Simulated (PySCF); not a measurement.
**[Nd(NH3)3]3+: other functionals and bases at one geometry**

An exercise on one series of results from a longer session: the logs are not shown, and one member is left open.

Program: PySCF 2.14.0. Level of theory: several levels, as the steps say, no spin–orbit coupling. These are calculated values, not measurements.

1 further run of the same task is left out (for a known fault of the program).

### The starting structure

13 atoms, charge 3, spin multiplicity 1.

Bond lengths: Nd1–N2 2.482 Å, Nd1–N6 2.482 Å, Nd1–N10 2.482 Å, N2–H3 1.047 Å, N2–H4 1.046 Å, N2–H5 1.046 Å, N6–H7 1.047 Å, N6–H8 1.046 Å, N6–H9 1.046 Å, N10–H11 1.047 Å, N10–H12 1.046 Å, N10–H13 1.046 Å. Angles: N2–Nd1–N6 110.6°, N2–Nd1–N10 110.5°, N6–Nd1–N10 110.5°, Nd1–N2–H3 114.5°, Nd1–N2–H4 116.5°, Nd1–N2–H5 115.7°, H3–N2–H4 102.7°, H3–N2–H5 102.7°, H4–N2–H5 102.9°, Nd1–N6–H7 114.5°, Nd1–N6–H8 116.5°, Nd1–N6–H9 115.7°, H7–N6–H8 102.7°, H7–N6–H9 102.7°, H8–N6–H9 102.9°, Nd1–N10–H11 114.5°, Nd1–N10–H12 116.5°, Nd1–N10–H13 115.7° and more.

Geometry (Å):

```xyz
13

Nd    0.0000    0.0000    0.7760
N     2.3551   -0.0012   -0.0061
H     3.0550   -0.2708    0.7240
H     2.5849   -0.6490   -0.7941
H     2.7206    0.9174   -0.3460
N    -1.1765    2.0402   -0.0061
H    -1.2930    2.7811    0.7240
H    -0.7304    2.5630   -0.7941
H    -2.1549    1.8974   -0.3460
N    -1.1786   -2.0390   -0.0061
H    -1.7620   -2.5103    0.7240
H    -1.8544   -1.9141   -0.7941
H    -0.5658   -2.8149   -0.3460
```

Formal oxidation states: Nd +3. Each metal's 3 4f electrons lie in its core potential, so multiplicities, spins and levels count the valence alone. An earlier session relaxed this geometry at PBE, Nd lcecp-1-SVP with ECP49, N def2-SVP, H def2-SVP (singlet, point group C3).

At PBE on the finer grid: E = -202.260447 Eh, HOMO -22.71 eV, LUMO -17.22 eV, Mulliken charge on Nd1 +1.72 e, largest force component 0.005 eV/Å. 

Levels to run: HF; PBE0; CAM-B3LYP; M06-L; PBE, TZVP. Hardware: 2 threads of Intel Xeon Platinum 8488C (Sapphire Rapids), shared host.

The first run:

The input, run.py (the lines that set the calculation):

```python
mol = gto.M(atom='''
Nd     0.00000     0.00000     0.77596
N      2.35512    -0.00124    -0.00610
H      3.05496    -0.27078     0.72405
H      2.58488    -0.64895    -0.79414
H      2.72063     0.91745    -0.34599
N     -1.17649     2.04021    -0.00610
H     -1.29298     2.78106     0.72405
H     -0.73043     2.56304    -0.79414
H     -2.15485     1.89741    -0.34599
N     -1.17863    -2.03897    -0.00610
H     -1.76198    -2.51028     0.72405
H     -1.85445    -1.91409    -0.79414
H     -0.56578    -2.81486    -0.34599''',
    basis={'Nd': 'lcecp-1-SVP', 'N': 'def2-SVP', 'H': 'def2-SVP'},
    ecp={'Nd': 'lcecp-1-SVP'},
    charge=3, spin=0)
mf = scf.RHF(mol)
mf = mf.density_fit()  # fitting sets: Nd AutoAux, N def2-universal-JKFIT, H def2-universal-JKFIT
mf.conv_tol = 1e-08; mf.max_cycle = 55
mf.kernel(dm0)  # dm0: the density of the relaxed state
```

Started as:

```
$ OMP_NUM_THREADS=2 python run.py
```

Among the steps run: HF; PBE0; CAM-B3LYP; M06-L; PBE, TZVP.

One table of the session follows, with a row left open; its other results are not shown here.

| level | HOMO (eV) | gap (eV) | charge on Nd1 (e) | dipole (D) | largest force component (eV/Å) |
| --- | --- | --- | --- | --- | --- |
| PBE (relaxed here) | -22.71 | 5.49 | 1.72 | 2.56 | 0.00 |
| HF | -27.93 | 14.87 | 2.15 | 1.84 | 1.43 |
| PBE0 | -24.23 | 7.90 | 1.85 | 2.35 | 0.36 |
| CAM-B3LYP | ? | ? | ? | ? | ? |
| M06-L | -23.02 | 6.40 | 1.96 | 2.24 | 0.43 |
| PBE, TZVP | -22.63 | 5.52 | 2.04 | 2.55 | 0.37 |

**Question.** Estimate the row for CAM-B3LYP.

The run gave: HOMO (eV): -25.62; gap (eV): 10.26; charge on Nd1 (e): 1.84; dipole (D): 2.25; largest force component (eV/Å): 0.35. In the column «HOMO (eV)» it lies between HF (-27.93) and PBE0 (-24.23).

The dipole of a charged species depends on the origin, so these sizes hold for this origin alone.

In one basis the HOMO–LUMO gap runs from 5.49 eV (PBE) to 14.87 eV (HF). The largest leftover force, 1.43 eV/Å with HF, stands at a geometry relaxed at another level. With 4f in the core, its levels are missing from HOMO and gap, and its count is fixed, so no charge can pass from the ligands into it. Total energies of different levels can't be compared.
